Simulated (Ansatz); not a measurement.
# AlBFH₃Si: one molecule under many settings

How do the results and run time of AlBFH₃Si respond when the settings are drawn wide?

Method: the settings change from run to run; program: Ansatz 0.2.0, Gaussian basis.

1 further run of the same task is left out (it didn't finish).

## Step 1: The geometry

The structure was relaxed beforehand with PBE0-D4 in a triple-zeta def2 set.

SMILES `F[B]1[AlH][SiH2]1`, 7 atoms, charge 0, spin multiplicity 1.

Atoms are counted from 1 here; the program's logs count them from 0.

Bond lengths: F1–B2 1.319 Å, B2–Al3 2.064 Å, B2–Si4 1.923 Å, Al3–Si4 2.427 Å, Al3–H5 1.586 Å, Si4–H6 1.498 Å, Si4–H7 1.567 Å. Angles: F1–B2–Al3 142.4°, F1–B2–Si4 138.2°, Al3–B2–Si4 74.9°, B2–Al3–Si4 49.9°, B2–Al3–H5 167.3°, Si4–Al3–H5 140.1°, B2–Si4–Al3 55.2°, B2–Si4–H6 149.6°, B2–Si4–H7 94.2°, Al3–Si4–H6 150.8°, Al3–Si4–H7 49.6°, H6–Si4–H7 102.6°.

## Step 2: BCCD(T)/def2-mTZVPP

This run has correlated electrons set to all, 4 DIIS vectors.

in.yaml

```yaml
crystal:
  periodic: [false, false, false]
  atoms:
    - {symbol: F, position_ang: [-0.934892, -2.248940, 0.983232]}
    - {symbol: B, position_ang: [-0.443304, -1.173100, 0.399357]}
    - {symbol: Al, position_ang: [1.332731, -0.212222, -0.026755]}
    - {symbol: Si, position_ang: [-0.916510, 0.676590, 0.171361]}
    - {symbol: H, position_ang: [2.776122, 0.225591, -0.517327]}
    - {symbol: H, position_ang: [-1.944944, 1.717237, -0.152014]}
    - {symbol: H, position_ang: [0.191998, 0.946845, -0.903454]}
basis:
  gaussian: {orbitals: def2-mTZVPP}
hamiltonian: {xc: {name: HF}}
correlation: {method: bccd_t, electrons: all, diis_vectors: 4}
```

Run with:

```
ansatz run in.yaml --threads 2 --pin off --events-out ev --progress --plain --max-ram 4352MiB
```

Log:

```text
Functional definition: HF
  name "HF"
  cite "Fock, Z. Phys. 61, 126 (1930) doi:10.1007/BF01340294"
  parent pbe
  exchange = exact_x
  correlation = 0
972 factors; integrals over basis functions are off by at most 1.2e-3 eV
mean field evaluation 1: about -17868.3344 eV, gradient 2.6e1 eV
mean field evaluation 2: about -17868.3653 eV, gradient 2.6e1 eV
mean field evaluation 4: about -17870.3872 eV, gradient 3.1e0 eV
mean field evaluation 8: about -17870.4533 eV, gradient 3.4e-1 eV
mean field evaluation 16: about -17869.9430 eV, gradient 1.6e1 eV
mean field -17870.45487546 eV, -656.7271036439 hartree, gradient 3.0e-6 eV, S^2 0.000000; 0 other end points of the search recorded, 0 dependent functions left out
reference -17870.45487546 eV, -656.7271036439 hartree; 22, 22 occupied and 85, 85 virtual orbitals, 972 factors
second order -16.49634673 eV of doubles, -0.00000000 eV of singles
cycle   1  -16.88449094 eV  change   -3.9e-1 eV  update   1.1e-1
cycle   2  -17.30097191 eV  change   -4.2e-1 eV  update   3.8e-2
cycle   3  -17.40681744 eV  change   -1.1e-1 eV  update   2.2e-2
cycle   4  -17.38921111 eV  change    1.8e-2 eV  update   6.8e-3
cycle   5  -17.38114223 eV  change    8.1e-3 eV  update   3.1e-3
cycle   6  -17.38130222 eV  change   -1.6e-4 eV  update   1.5e-3
cycle   7  -17.37955571 eV  change    1.7e-3 eV  update   6.6e-4
cycle   8  -17.38044056 eV  change   -8.8e-4 eV  update   3.1e-4
cycle   9  -17.38042075 eV  change    2.0e-5 eV  update   1.3e-4
cycle  10  -17.38055287 eV  change   -1.3e-4 eV  update   5.6e-5
cycle  11  -17.38058562 eV  change   -3.3e-5 eV  update   2.9e-5
cycle  12  -17.38058102 eV  change    4.6e-6 eV  update   1.2e-5
perturbative correction -0.67371763 eV, -0.0247586661 hartree
Total energy: -17888.50917411 eV, -657.3905868814 hartree
```

Wall time 34 s (2 threads of Arm Neoverse V1, shared host); peak memory 0.82 GiB.

## Step 3: B3LYP/cc-pVTZ-DK

Options: D3(BJ) dispersion.

Changes to in.yaml since step 2:

```diff
@@ -11,4 +11,4 @@
 basis:
-  gaussian: {orbitals: def2-mTZVPP}
-hamiltonian: {xc: {name: HF}}
-correlation: {method: bccd_t, electrons: all, diis_vectors: 4}
+  gaussian: {orbitals: cc-pVTZ-DK}
+hamiltonian: {xc: {name: B3LYP}, dispersion: d3bj}
+output: {forces: true}
```

Launched as before.

Log (excerpt; [...] marks lines left out):

```text
Functional definition: B3LYP
  name "B3LYP"
  cite "Stephens, Devlin, Chabalowski & Frisch, J. Phys. Chem. 98, 11623 (1994) doi:10.1021/j100096a001"
  cite "Becke, Phys. Rev. A 38, 3098 (1988) doi:10.1103/PhysRevA.38.3098"
  cite "Lee, Yang & Parr, Phys. Rev. B 37, 785 (1988) doi:10.1103/PhysRevB.37.785"
  cite "Vosko, Wilk & Nusair, Can. J. Phys. 58, 1200 (1980) doi:10.1139/p80-159"
[...]
1108 factors; their error is unknown
[...]
mean field -17949.87364704 eV, -659.6456896675 hartree, gradient 4.3e-5 eV, S^2 0.000000; 0 other end points of the search recorded, 0 dependent functions left out
[...]
reference -17949.87390595 eV, -659.6456991821 hartree; 22, 22 occupied and 148, 148 virtual orbitals, 1108 factors
Total energy: -17950.13350146 eV, -659.6552391413 hartree
Relativity: scalar
Atom 0 at    -0.934892    -2.248940     0.983232 Å, force    -0.040805    -0.083790     0.058460 eV/Å
Atom 1 at    -0.443304    -1.173100     0.399357 Å, force     0.066462     0.044328    -0.079919 eV/Å
Atom 2 at     1.332731    -0.212222    -0.026755 Å, force     0.233008    -0.068094    -0.029883 eV/Å
Atom 3 at    -0.916510     0.676590     0.171361 Å, force    -0.180925     0.187215     0.000186 eV/Å
Atom 4 at     2.776122     0.225591    -0.517327 Å, force    -0.062011    -0.019538     0.017255 eV/Å
Atom 5 at    -1.944944     1.717237    -0.152014 Å, force     0.015012    -0.044015    -0.005413 eV/Å
Atom 6 at     0.191998     0.946845    -0.903454 Å, force    -0.030741    -0.016107     0.039314 eV/Å
Dipole moment:     0.161002     0.190248    -0.075846 e Å
```

Run time: 3.9 s. Hardware: 2 threads of Arm Neoverse V1, shared host; peak memory 0.36 GiB.

Largest force 0.260 eV/Å, dipole 1.25 D.

## Step 4: PBEsol/STO-3G

This run has charge +1, multiplicity 2, restricted open-shell orbitals, atoms shaken by 0.08 Å, D3(BJ) with three-body dispersion.

in.yaml

```yaml
crystal:
  periodic: [false, false, false]
  atoms:
    - {symbol: F, position_ang: [-1.018185, -2.241944, 1.027449]}
    - {symbol: B, position_ang: [-0.556514, -1.184895, 0.323137]}
    - {symbol: Al, position_ang: [1.380814, -0.339023, 0.008219]}
    - {symbol: Si, position_ang: [-0.960173, 0.654346, 0.147173]}
    - {symbol: H, position_ang: [2.745133, 0.242985, -0.578352]}
    - {symbol: H, position_ang: [-1.876017, 1.652791, -0.092828]}
    - {symbol: H, position_ang: [0.197707, 0.833825, -0.832145]}
basis:
  gaussian: {orbitals: STO-3G}
total_charge: 1
magnetization: {spin_polarized: false, initial_magnetization: 1}
hamiltonian: {xc: {name: PBEsol}, dispersion: d3bjatm}
output: {forces: true}
```

Same command.

Log (excerpt; [...] marks lines left out):

```text
Functional definition: PBEsol
  name "PBEsol"
  cite "Perdew et al., Phys. Rev. Lett. 100, 136406 (2008) doi:10.1103/PhysRevLett.100.136406"
  cite "Perdew, Burke & Ernzerhof, Phys. Rev. Lett. 77, 3865 (1996) doi:10.1103/PhysRevLett.77.3865"
  parent pbesol
[...]
369 factors; integrals over basis functions are off by at most 7.3e-5 eV
[...]
mean field -17639.55094790 eV, -648.2415408183 hartree, gradient 1.3e-5 eV, S^2 0.750000; 3 other end points of the search recorded, 0 dependent functions left out
[...]
reference -17639.55096674 eV, -648.2415415107 hartree; 22, 21 occupied and 9, 10 virtual orbitals, 369 factors
Total energy: -17639.60955516 eV, -648.2436945954 hartree
Atom 0 at    -1.018185    -2.241944     1.027449 Å, force     0.615518     1.658521    -1.636523 eV/Å
Atom 1 at    -0.556514    -1.184895     0.323137 Å, force     0.875006    -1.451586     2.493993 eV/Å
Atom 2 at     1.380814    -0.339023     0.008219 Å, force     0.624387    -0.940138    -0.696771 eV/Å
Atom 3 at    -0.960173     0.654346     0.147173 Å, force     0.958925    -1.784540    -0.481538 eV/Å
Atom 4 at     2.745133     0.242985    -0.578352 Å, force    -1.146340    -0.408448     0.641527 eV/Å
Atom 5 at    -1.876017     1.652791    -0.092828 Å, force    -1.744101     2.076827    -0.271326 eV/Å
Atom 6 at     0.197707     0.833825    -0.832145 Å, force    -0.183395     0.849365    -0.049363 eV/Å
Dipole moment:     0.402557     0.318689    -0.030790 e Å
```

Wall time 1.6 s (2 threads of Arm Neoverse V1, shared host).

Largest force 3.015 eV/Å.

## Step 5: PBEsol/def2-SVPD

in.yaml

```yaml
crystal:
  periodic: [false, false, false]
  atoms:
    - {symbol: F, position_ang: [-0.934892, -2.248940, 0.983232]}
    - {symbol: B, position_ang: [-0.443304, -1.173100, 0.399357]}
    - {symbol: Al, position_ang: [1.332731, -0.212222, -0.026755]}
    - {symbol: Si, position_ang: [-0.916510, 0.676590, 0.171361]}
    - {symbol: H, position_ang: [2.776122, 0.225591, -0.517327]}
    - {symbol: H, position_ang: [-1.944944, 1.717237, -0.152014]}
    - {symbol: H, position_ang: [0.191998, 0.946845, -0.903454]}
basis:
  gaussian: {orbitals: def2-SVPD}
hamiltonian: {xc: {name: PBEsol}}
output: {forces: true}
```

The command is unchanged.

Log (excerpt; [...] marks lines left out):

```text
Functional definition: PBEsol
  name "PBEsol"
  cite "Perdew et al., Phys. Rev. Lett. 100, 136406 (2008) doi:10.1103/PhysRevLett.100.136406"
  cite "Perdew, Burke & Ernzerhof, Phys. Rev. Lett. 77, 3865 (1996) doi:10.1103/PhysRevLett.77.3865"
  parent pbesol
[...]
993 factors; their error is unknown
[...]
mean field -17857.91738706 eV, -656.2663594431 hartree, gradient 2.7e-5 eV, S^2 0.000000; 0 other end points of the search recorded, 0 dependent functions left out
[...]
reference -17857.91743695 eV, -656.2663612767 hartree; 22, 22 occupied and 93, 93 virtual orbitals, 993 factors
Total energy: -17857.91743695 eV, -656.2663612767 hartree
Atom 0 at    -0.934892    -2.248940     0.983232 Å, force    -0.232715    -0.473783     0.274771 eV/Å
Atom 1 at    -0.443304    -1.173100     0.399357 Å, force     0.248264     0.310653    -0.221724 eV/Å
Atom 2 at     1.332731    -0.212222    -0.026755 Å, force     0.012571    -0.188143     0.071616 eV/Å
Atom 3 at    -0.916510     0.676590     0.171361 Å, force    -0.133315    -0.138361     0.211202 eV/Å
Atom 4 at     2.776122     0.225591    -0.517327 Å, force     0.192618     0.095256    -0.078035 eV/Å
Atom 5 at    -1.944944     1.717237    -0.152014 Å, force    -0.228076     0.279477    -0.083275 eV/Å
Atom 6 at     0.191998     0.946845    -0.903454 Å, force     0.140651     0.114901    -0.174555 eV/Å
Dipole moment:     0.149312     0.233575    -0.075776 e Å
```

Wall time 1.9 s (2 threads of Arm Neoverse V1, shared host).

Largest force 0.595 eV/Å, dipole 1.38 D.

## Step 6: LC-wPBE/cc-pVTZ

This run has charge -1, multiplicity 2.

Changes to in.yaml since step 5:

```diff
@@ -11,4 +11,6 @@
 basis:
-  gaussian: {orbitals: def2-SVPD}
-hamiltonian: {xc: {name: PBEsol}}
+  gaussian: {orbitals: cc-pVTZ}
+total_charge: -1
+magnetization: {spin_polarized: true, initial_magnetization: 1}
+hamiltonian: {xc: {name: LC-wPBE}}
 output: {forces: true}
```

Launched as before.

Log (excerpt; [...] marks lines left out):

```text
Functional definition: LC-wPBE
  name "LC-wPBE"
  cite "Vydrov & Scuseria, J. Chem. Phys. 125, 234109 (2006) doi:10.1063/1.2409292"
  cite "Heyd & Scuseria, J. Chem. Phys. 120, 7274 (2004) doi:10.1063/1.1668634"
  cite "Ernzerhof & Perdew, J. Chem. Phys. 109, 3313 (1998) doi:10.1063/1.476928"
  cite "Perdew, Burke & Ernzerhof, Phys. Rev. Lett. 77, 3865 (1996) doi:10.1103/PhysRevLett.77.3865"
  parent pbe
[...]
1086 factors; their error is unknown
372 factors; integrals over basis functions are off by at most 2.9e-5 eV
[...]
mean field -17910.20085575 eV, -658.1877414786 hartree, gradient 1.9e-5 eV, S^2 0.796503; 6 other end points of the search recorded, 0 dependent functions left out
[...]
reference -17910.20085576 eV, -658.1877414789 hartree; 23, 22 occupied and 147, 148 virtual orbitals, 1086 factors
Total energy: -17910.20085576 eV, -658.1877414789 hartree
Atom 0 at    -0.934892    -2.248940     0.983232 Å, force    -0.525009    -0.872919     0.494708 eV/Å
Atom 1 at    -0.443304    -1.173100     0.399357 Å, force     0.856095     0.838188    -0.825490 eV/Å
Atom 2 at     1.332731    -0.212222    -0.026755 Å, force     0.659198    -0.662393     0.237496 eV/Å
Atom 3 at    -0.916510     0.676590     0.171361 Å, force    -0.856543     0.729232     0.699980 eV/Å
Atom 4 at     2.776122     0.225591    -0.517327 Å, force     0.110438     0.007533    -0.207727 eV/Å
Atom 5 at    -1.944944     1.717237    -0.152014 Å, force    -0.131038    -0.113758    -0.374894 eV/Å
Atom 6 at     0.191998     0.946845    -0.903454 Å, force    -0.113141     0.074116    -0.024073 eV/Å
Dipole moment:    -0.430826    -0.196990     0.033588 e Å
```

It took 17 s on 2 threads of Arm Neoverse V1, shared host; peak memory 0.5 GiB.

Largest force 1.455 eV/Å, ⟨S²⟩ 0.797.

## Step 7: wB97/6-31++G**

This run has finite nuclei, relativity set to scalar.

Changes to in.yaml since step 6:

```diff
@@ -11,6 +11,4 @@
 basis:
-  gaussian: {orbitals: cc-pVTZ}
-total_charge: -1
-magnetization: {spin_polarized: true, initial_magnetization: 1}
-hamiltonian: {xc: {name: LC-wPBE}}
+  gaussian: {orbitals: "6-31++G**", nuclear_model: gaussian}
+hamiltonian: {xc: {name: wB97}, pseudopotentials: {relativity: scalar}}
 output: {forces: true}
```

Launched as before.

Log (excerpt; [...] marks lines left out):

```text
Functional definition: wB97
  name "wB97"
  cite "Chai & Head-Gordon, J. Chem. Phys. 128, 084106 (2008) doi:10.1063/1.2834918"
  cite "Becke, J. Chem. Phys. 107, 8554 (1997) doi:10.1063/1.475007"
[...]
  # The coefficients of nought are those of the uniform gas.
[...]
      + integral(e_c_pw_opposite_spin*poly(b97_u_opposite, 1, cos1, cos2, cos3, cos4))
967 factors; their error is unknown
376 factors; integrals over basis functions are off by at most 2.6e-5 eV
[...]
mean field -17941.47779289 eV, -659.3371477183 hartree, gradient 8.2e-5 eV, S^2 0.000000; 0 other end points of the search recorded, 0 dependent functions left out
[...]
reference -17941.47777235 eV, -659.3371469634 hartree; 22, 22 occupied and 80, 80 virtual orbitals, 967 factors
Total energy: -17941.47777235 eV, -659.3371469634 hartree
Relativity: scalar
Atom 0 at    -0.934892    -2.248940     0.983232 Å, force    -0.385129    -0.848181     0.506623 eV/Å
Atom 1 at    -0.443304    -1.173100     0.399357 Å, force     0.384832     0.870775    -0.605082 eV/Å
Atom 2 at     1.332731    -0.212222    -0.026755 Å, force    -0.077917     0.093730     0.041043 eV/Å
Atom 3 at    -0.916510     0.676590     0.171361 Å, force     0.122024     0.063886     0.058443 eV/Å
Atom 4 at     2.776122     0.225591    -0.517327 Å, force    -0.091928    -0.027870     0.075450 eV/Å
Atom 5 at    -1.944944     1.717237    -0.152014 Å, force     0.095632    -0.114934     0.054535 eV/Å
Atom 6 at     0.191998     0.946845    -0.903454 Å, force    -0.047513    -0.037406    -0.131013 eV/Å
Dipole moment:     0.221089     0.229756    -0.116696 e Å
```

It took 5.5 s on 2 threads of Arm Neoverse V1, shared host.

Largest force 1.128 eV/Å, dipole 1.63 D.

## Step 8: PBE-QIDH/cc-pVTZ-DK

Changes to in.yaml since step 7:

```diff
@@ -11,4 +11,3 @@
 basis:
-  gaussian: {orbitals: "6-31++G**", nuclear_model: gaussian}
-hamiltonian: {xc: {name: wB97}, pseudopotentials: {relativity: scalar}}
-output: {forces: true}
+  gaussian: {orbitals: cc-pVTZ-DK}
+hamiltonian: {xc: {name: PBE-QIDH}}
```

Same command.

Log (excerpt; [...] marks lines left out):

```text
Functional definition: PBE-QIDH
  name "PBE-QIDH"
  cite "Brémond, Sancho-García, Pérez-Jiménez & Adamo, J. Chem. Phys. 141, 031101 (2014) doi:10.1063/1.4890314"
  cite "Perdew, Burke & Ernzerhof, Phys. Rev. Lett. 77, 3865 (1996) doi:10.1103/PhysRevLett.77.3865"
[...]
1019 factors; integrals over basis functions are off by at most 1.2e-3 eV
[...]
mean field -17927.40207825 eV, -658.8198747462 hartree, gradient 3.3e-6 eV, S^2 0.000000; 0 other end points of the search recorded, 0 dependent functions left out
12 core orbitals not correlated: weight in the atoms' cores, before any rotation towards them, 1.000 or more for the frozen orbitals, at most 0.000 for the correlated occupied ones
reference -17927.40209153 eV, -658.8198752340 hartree; 10, 10 occupied and 148, 148 virtual orbitals, 1019 factors
second order -17.09795287 eV of doubles, -0.00000000 eV of singles
Total energy: -17933.10140915 eV, -659.0293212935 hartree
Relativity: scalar
```

Run time: 5 s. Hardware: 2 threads of Arm Neoverse V1, shared host; peak memory 0.33 GiB.

## Step 9: B2GP-PLYP/aug-cc-pVDZ

Options: multiplicity 3, a grid of angular degree 47, high accuracy.

Changes to in.yaml since step 8:

```diff
@@ -11,3 +11,5 @@
 basis:
-  gaussian: {orbitals: cc-pVTZ-DK}
-hamiltonian: {xc: {name: PBE-QIDH}}
+  gaussian: {orbitals: aug-cc-pVDZ, final_grid: {core_spheres: 20, valence_spheres: 16, degree: 47}}
+magnetization: {spin_polarized: true, initial_magnetization: 2}
+hamiltonian: {xc: {name: B2GP-PLYP}}
+accuracy: high
```

Launched as before.

Log (excerpt; [...] marks lines left out):

```text
Functional definition: B2GP-PLYP
  name "B2GP-PLYP"
  cite "Karton, Tarnopolsky, Lamère, Schatz & Martin, J. Phys. Chem. A 112, 12868 (2008) doi:10.1021/jp801805p"
  cite "Becke, Phys. Rev. A 38, 3098 (1988) doi:10.1103/PhysRevA.38.3098"
  cite "Lee, Yang & Parr, Phys. Rev. B 37, 785 (1988) doi:10.1103/PhysRevB.37.785"
[...]
2477 factors; integrals over basis functions are off by at most 3.4e-9 eV
[...]
mean field -17895.49467641 eV, -657.6472993562 hartree, gradient 9.1e-8 eV, S^2 2.015557; 6 other end points of the search recorded, 0 dependent functions left out
12 core orbitals not correlated: weight in the atoms' cores, before any rotation towards them, 1.000 or more for the frozen orbitals, at most 0.000 for the correlated occupied ones
reference -17895.49470161 eV, -657.6473002820 hartree; 11, 9 occupied and 104, 106 virtual orbitals, 2477 factors
second order -13.82244663 eV of doubles, -0.00000000 eV of singles
Total energy: -17900.47078239 eV, -657.8301678780 hartree
```

Run time: 28 s. Hardware: 2 threads of Arm Neoverse V1, shared host; peak memory 0.71 GiB.

⟨S²⟩ 2.016.

## Step 10: HSE06/def2-SVPD

This run has atoms shaken by 0.15 Å, the search for lower states set to full.

in.yaml

```yaml
crystal:
  periodic: [false, false, false]
  atoms:
    - {symbol: F, position_ang: [-1.204006, -2.325691, 0.968803]}
    - {symbol: B, position_ang: [-0.262380, -0.851507, 0.366676]}
    - {symbol: Al, position_ang: [1.305946, -0.324647, 0.424918]}
    - {symbol: Si, position_ang: [-0.847413, 0.634130, 0.160395]}
    - {symbol: H, position_ang: [2.885557, 0.216393, -0.791128]}
    - {symbol: H, position_ang: [-1.820567, 1.764945, -0.190204]}
    - {symbol: H, position_ang: [0.096837, 1.286634, -0.896399]}
basis:
  gaussian: {orbitals: def2-SVPD}
hamiltonian: {xc: {name: HSE06}}
scf: {lower_state_search: full}
```

Launched as before.

Log (excerpt; [...] marks lines left out):

```text
Functional definition: HSE06
  name "HSE06"
  cite "Heyd, Scuseria & Ernzerhof, J. Chem. Phys. 118, 8207 (2003) doi:10.1063/1.1564060"
  cite "Krukau, Vydrov, Izmaylov & Scuseria, J. Chem. Phys. 125, 224106 (2006) doi:10.1063/1.2404663"
  cite "Heyd & Scuseria, J. Chem. Phys. 120, 7274 (2004) doi:10.1063/1.1668634"
  cite "Ernzerhof & Perdew, J. Chem. Phys. 109, 3313 (1998) doi:10.1063/1.476928"
  cite "Perdew, Burke & Ernzerhof, Phys. Rev. Lett. 77, 3865 (1996) doi:10.1103/PhysRevLett.77.3865"
  parent pbe
[...]
  # The whole range is PBE's own exchange, as in plane waves. The composition of these papers is wPBEh.
[...]
1026 factors; their error is unknown
138 factors; integrals over basis functions are off by at most 7.2e-7 eV
[...]
mean field -17891.96902318 eV, -657.5177339898 hartree, gradient 7.7e-5 eV, S^2 0.000000; 0 other end points of the search recorded, 0 dependent functions left out
reference -17891.96907589 eV, -657.5177359267 hartree; 22, 22 occupied and 93, 93 virtual orbitals, 1026 factors
Total energy: -17891.96907589 eV, -657.5177359267 hartree
```

Wall time 2.5 s (2 threads of Arm Neoverse V1, shared host); peak memory 0.27 GiB.

## Step 11: All runs side by side

| level | charge | multiplicity | geometry | functions | energy (eV) | time |
| --- | --- | --- | --- | --- | --- | --- |
| BCCD(T)/def2-mTZVPP | 0 | 1 | relaxed | 107 | -17888.509 | 34 s |
| B3LYP/cc-pVTZ-DK | 0 | 1 | relaxed | 170 | -17950.134 | 3.9 s |
| PBEsol/STO-3G | 1 | 2 | shaken | 31 | -17639.610 | 1.6 s |
| PBEsol/def2-SVPD | 0 | 1 | relaxed | 115 | -17857.917 | 1.9 s |
| LC-wPBE/cc-pVTZ | -1 | 2 | relaxed | 170 | -17910.201 | 17 s |
| wB97/6-31++G** | 0 | 1 | relaxed | 102 | -17941.478 | 5.5 s |
| PBE-QIDH/cc-pVTZ-DK | 0 | 1 | relaxed | 170 | -17933.101 | 5 s |
| B2GP-PLYP/aug-cc-pVDZ | 0 | 3 | relaxed | 127 | -17900.471 | 28 s |
| HSE06/def2-SVPD | 0 | 1 | shaken | 115 | -17891.969 | 2.5 s |

## Step 12: Results

| quantity | value |
| --- | --- |
| runs | 9 |
| quickest | PBEsol/STO-3G, 1.6 s |
| slowest | BCCD(T)/def2-mTZVPP, 34 s |
| spread of total energies, same state and geometry | 92.2 eV |
| dipole, same state and geometry | 1.25 to 1.63 D |

**Reading.** Run time spans a factor of 21, from PBEsol/STO-3G to BCCD(T)/def2-mTZVPP. The jobs differ in tasks and options as well as level. Total energies at one charge and spin differ by 92 eV between levels, so only differences within one level mean anything. Some of these runs are scalar-relativistic and others not, which shifts the totals of all-electron atoms past neon by eV; core potentials, where a basis has them, take the core out of the total altogether. At the PBE0-D4/def2-TZVP geometry and in the same state, runs without warnings or point charges leave forces up to 1.13 eV/Å (wB97/6-31++G**). At that geometry and state the dipole changes by 30 % between the lowest and highest value.
